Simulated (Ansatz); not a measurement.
**One shape, several levels: doublet CH4ClGa+**

Aim: a comparison of 4 runs (UHSE06/def2-SVP, UPBE/def2-SVP, UPBE0/def2-SVP, RPA@PBE/def2-SVP) of doublet CH4ClGa+. 

Program for the calculation: Ansatz 0.2.0.

62 further runs of the same task are left out: 62 set aside as unsound or not needed. Runs told in other sessions of the task aren't counted.

### 1 The structure to begin with

CH4ClGa+: 7 atoms, total charge +1, spin state doublet. SMILES of the parent species: `[CH3][GaH][Cl]`. The shape is that of a PBE0-D4/def2-TZVP optimisation. That shape belongs to the parent species and isn't relaxed for this state.

Bond lengths: C1–Ga2 1.952 Å, Ga2–Cl3 2.160 Å, C1–H4 1.093 Å, C1–H5 1.089 Å, C1–H6 1.093 Å, Ga2–H7 1.560 Å. Angles: C1–Ga2–Cl3 116.2°, C1–Ga2–H7 130.1°, Cl3–Ga2–H7 113.7°, Ga2–C1–H4 110.2°, Ga2–C1–H5 110.9°, Ga2–C1–H6 109.9°, H4–C1–H5 109.3°, H4–C1–H6 107.4°, H5–C1–H6 109.1°.

### 2 A single-point energy at UHSE06/def2-SVP (run 1)

molecule.yaml

```yaml
crystal:
  periodic: [false, false, false]
  atoms:
    - {symbol: C, position_ang: [-0.730500, 0.588300, -0.200700]}
    - {symbol: Ga, position_ang: [0.846300, -0.538100, 0.035700]}
    - {symbol: Cl, position_ang: [0.865000, -1.794800, 1.792800]}
    - {symbol: H, position_ang: [-0.435900, 1.637200, -0.283800]}
    - {symbol: H, position_ang: [-1.418300, 0.473600, 0.636300]}
    - {symbol: H, position_ang: [-1.245900, 0.318700, -1.126000]}
    - {symbol: H, position_ang: [2.119300, -0.684800, -0.854300]}
basis:
  gaussian:
    orbitals: def2-SVP
total_charge: 1
magnetization:
  spin_polarized: true
  initial_magnetization: 1
hamiltonian:
  xc: hse06
accuracy: high
output:
  orbitals: {seedname: orbitals}
```

Started as:

```sh
$ ansatz run molecule.yaml --threads 1 --pin off --max-ram 3480MiB --events-out events.jsonl --progress --plain --runs-dir runs
```

Log:

```text
Warning: RAYON_NUM_THREADS=1 ignored (pool sized by the plan → 1); use --threads N
Functional definition: HSE06
  name "HSE06"
  parameter a = 0.25
  parameter omega = 0.11/bohr
  exchange = pbe_x - a*pbe_x_sr(omega) + a*exact_x_sr(omega)
  correlation = pbe_c
1769 factors; integrals over basis functions are off by at most 8.8e-9 eV
91 factors; integrals over basis functions are off by at most 2.0e-9 eV
mean field evaluation 1: about -65958.5309 eV, gradient 4.7e1 eV
mean field evaluation 2: about -65929.9815 eV, gradient 7.3e1 eV
mean field evaluation 4: about -65967.7799 eV, gradient 1.8e1 eV
mean field evaluation 8: about -65970.0274 eV, gradient 6.9e-1 eV
mean field evaluation 16: about -65970.1273 eV, gradient 1.0e-2 eV
mean field evaluation 32: about -65969.2710 eV, gradient 6.7e0 eV
mean field -65970.12725856 eV, -2424.3574605937 hartree, gradient 8.0e-8 eV, S^2 0.759251; 2 other end points of the search recorded, 0 dependent functions left out
reference -65970.12726205 eV, -2424.3574607219 hartree; 29, 28 occupied and 55, 56 virtual orbitals, 1769 factors
Total energy: -65970.12726205 eV, -2424.3574607219 hartree
```

Wall time 8.1 s (1 thread of Intel Xeon 6975P-C (Granite Rapids), shared host); peak memory 0.44 GiB.

### 3 A single-point energy at UPBE/def2-SVP (run 2)

run.yaml

```yaml
crystal:
  periodic: [false, false, false]
  atoms:
    - symbol: C
      position_ang: [-0.730500, 0.588300, -0.200700]
    - symbol: Ga
      position_ang: [0.846300, -0.538100, 0.035700]
    - symbol: Cl
      position_ang: [0.865000, -1.794800, 1.792800]
    - symbol: H
      position_ang: [-0.435900, 1.637200, -0.283800]
    - symbol: H
      position_ang: [-1.418300, 0.473600, 0.636300]
    - symbol: H
      position_ang: [-1.245900, 0.318700, -1.126000]
    - symbol: H
      position_ang: [2.119300, -0.684800, -0.854300]
basis:
  gaussian:
    orbitals: def2-SVP
total_charge: 1
magnetization:
  spin_polarized: true
  initial_magnetization: 1
hamiltonian:
  xc: pbe
accuracy: high
output: {orbitals: {seedname: orbitals}}
```

Started as:

```sh
$ ansatz run run.yaml --threads 1 --pin off --max-ram 3480MiB --events-out events.jsonl --progress --plain --runs-dir runs
```

Log:

```text
Warning: RAYON_NUM_THREADS=1 ignored (pool sized by the plan → 1); use --threads N
Functional definition: PBE
  name "PBE"
  parameter kappa = 0.804
  parameter beta = 0.06672455060314922
  exchange = pbe_x(kappa = kappa, mu = beta*pi^2/3)
  correlation = pbe_c(beta = beta)
1769 factors; integrals over basis functions are off by at most 8.8e-9 eV
mean field evaluation 1: about -65952.8969 eV, gradient 5.6e1 eV
mean field evaluation 2: about -65872.3175 eV, gradient 1.1e2 eV
mean field evaluation 4: about -65962.9654 eV, gradient 2.7e1 eV
mean field evaluation 8: about -65968.2777 eV, gradient 4.8e-1 eV
mean field evaluation 16: about -65968.2735 eV, gradient 5.7e-4 eV
mean field evaluation 32: about -65968.1875 eV, gradient 3.0e0 eV
mean field -65968.27351974 eV, -2424.2893369488 hartree, gradient 5.4e-8 eV, S^2 0.753509; 3 other end points of the search recorded, 0 dependent functions left out
reference -65968.27352322 eV, -2424.2893370765 hartree; 29, 28 occupied and 55, 56 virtual orbitals, 1769 factors
Total energy: -65968.27352322 eV, -2424.2893370765 hartree
```

Run time: 6.3 s. Hardware: 1 thread of Intel Xeon 6975P-C (Granite Rapids), shared host; peak memory 0.27 GiB.

Run 3 isn't shown in full; the table further down has it.

### 4 A single-point energy at RPA@PBE/def2-SVP (run 4)

job.yaml

```yaml
crystal:
  periodic: [false, false, false]
  atoms:
    - {symbol: C, position_ang: [-0.730500, 0.588300, -0.200700]}
    - {symbol: Ga, position_ang: [0.846300, -0.538100, 0.035700]}
    - {symbol: Cl, position_ang: [0.865000, -1.794800, 1.792800]}
    - {symbol: H, position_ang: [-0.435900, 1.637200, -0.283800]}
    - {symbol: H, position_ang: [-1.418300, 0.473600, 0.636300]}
    - {symbol: H, position_ang: [-1.245900, 0.318700, -1.126000]}
    - {symbol: H, position_ang: [2.119300, -0.684800, -0.854300]}
basis:
  gaussian:
    orbitals: def2-SVP
total_charge: 1
magnetization:
  spin_polarized: true
  initial_magnetization: 1
hamiltonian:
  xc: pbe
correlation:
  method: rpa
  frozen_orbitals: {C: 1, Cl: 5, Ga: 9, H: 0}
accuracy: high
```

Started as:

```sh
$ ansatz run job.yaml --threads 1 --pin off --max-ram 3480MiB --events-out events.jsonl --progress --plain --runs-dir runs
```

Log, cut to the lines that bear on the results:

```text
Warning: RAYON_NUM_THREADS=1 ignored (pool sized by the plan → 1); use --threads N
[... 2 set-up lines as earlier in the session ...]
[...]
1769 factors; integrals over basis functions are off by at most 8.8e-9 eV
[...]
mean field -65968.27351974 eV, -2424.2893369488 hartree, gradient 3.5e-8 eV, S^2 0.753509; 3 other end points of the search recorded, 0 dependent functions left out
15 core orbitals not correlated: weight in the atoms' cores, before any rotation towards them, 1.000 or more for the frozen orbitals, at most 0.000 for the correlated occupied ones
reference -65910.46179331 eV, -2422.1647951887 hartree; 14, 13 occupied and 55, 56 virtual orbitals, 1769 factors
Total energy: -65932.06675769 eV, -2422.9587629852 hartree
```

Wall time 9.6 s (1 thread of Intel Xeon 6975P-C (Granite Rapids), shared host); peak memory 0.35 GiB.

### 5 All runs side by side

```
run             level  frozen core orbitals   energy (Eh)  HOMO energy (eV)  LUMO energy (eV)   ⟨S²⟩  wall time
  1   UHSE06/def2-SVP                     –  -2424.357461            -14.59            -12.80  0.759      8.1 s
  2     UPBE/def2-SVP                     –  -2424.289337            -13.86            -13.00  0.754      6.3 s
  3    UPBE0/def2-SVP                     –  -2424.367627            -14.97            -12.44  0.760      7.8 s
  4  RPA@PBE/def2-SVP                    15  -2422.958763                 –                 –  0.754      9.6 s
```

### 6 What came out

| quantity | value |
| --- | --- |
| run 4: total energy | -2422.95876 Eh |
| run 4: RPA correlation energy (valence) | -794.0 mEh |
| run 4: ⟨S²⟩ of the reference determinant | 0.754 |

In words: Totals of different functionals can't be ranked against each other. All runs together took 32 s, the longest 9.6 s.
